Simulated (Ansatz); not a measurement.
**AlGaPH (singlet): the correlation ladder at a displaced geometry (v2), cc-pVDZ**

One table from this session's results is given with a row withheld; the runs are named, their logs left out.

Computed with Ansatz 0.2.0, Gaussian basis. Level: cc-pVDZ, core rule «outside noble gas», up to 24 orbitals frozen.

Plan: UHF; CCSD(T) on RHF; BCCD(T) on RHF; CISD; CCSDT(Q) on RHF; CASSCF and MRCISD+Q, 8 electrons in 8 orbitals; CASSCF and NEVPT2, 8 electrons in 8 orbitals.

23 further runs of the same task are left out: 15 that didn't finish, 8 set aside as unsound or not needed.

## The system

The geometry is a PBE0/def2-TZVP stationary point (not a proven minimum) with its atoms shifted at random (size 0.100 Å). No spin-orbit coupling is included. The filled d shell of Ga may be among the frozen orbitals whatever the setting's name suggests; the logs give the count.

4 atoms, charge 0, spin multiplicity 1.

Atoms are counted from 1 here; the program's logs count them from 0.

Bond lengths: Ga1–P3 2.382 Å, Al2–P3 2.130 Å, Al2–H4 1.516 Å. Angles: P3–Al2–H4 170.0°, Ga1–P3–Al2 93.5°.

The first run:

in.yaml

```yaml
crystal:
  periodic: [false, false, false]
  atoms:
    - {symbol: Ga, position_ang: [0.055851, 0.234880, 1.193075]}
    - {symbol: Al, position_ang: [-0.109023, 0.591107, -2.073605]}
    - {symbol: P, position_ang: [-0.032402, -1.098562, -0.778175]}
    - {symbol: H, position_ang: [0.050706, 1.687649, -3.108035]}
basis:
  gaussian: {orbitals: cc-pVDZ}
magnetization: {spin_polarized: true, initial_magnetization: 0}
hamiltonian: {xc: hf}
output: {orbitals: {seedname: orbitals}}
```

The run is started by

```console
ansatz run in.yaml --threads 1 --pin off --events-out ev --progress --plain --max-ram 2393MiB
```

Among the steps run: UHF; CCSD(T) on RHF; BCCD(T) on RHF; CISD; CCSDT(Q) on RHF; CASSCF and MRCISD+Q, 8 electrons in 8 orbitals; CASSCF and NEVPT2, 8 electrons in 8 orbitals.

One table of the session follows, with a row left open; its other results are not shown here.

| method | from RCCSDT(Q) (meV) |
| --- | --- |
| RHF | +7312.7 |
| RMP2 | +1244.5 |
| RCCSD | +434.5 |
| RCCSD(T) | +69.7 |
| BCCD(T) | ? |
| RCCSDT | +37.4 |
| RCCSDT(Q) | 0 |
| CASSCF frontier | +5305.2 |
| MRCISD frontier | +673.4 |
| MRCISD+Q frontier | +84.5 |

Estimate the missing values for BCCD(T).

The run gave: from RCCSDT(Q) (meV): +68.0. In the column «from RCCSDT(Q) (meV)» it lies between RCCSDT (+37.4) and RCCSD(T) (+69.7).

Not comparable, so not listed: CISD; CASSCF and NEVPT2, 8 electrons in 8 orbitals (they don't share determinant, frozen orbitals or solution with the rows shown, or repeat one).

Caveats from the session: Warnings in the runs' records: passed over end.
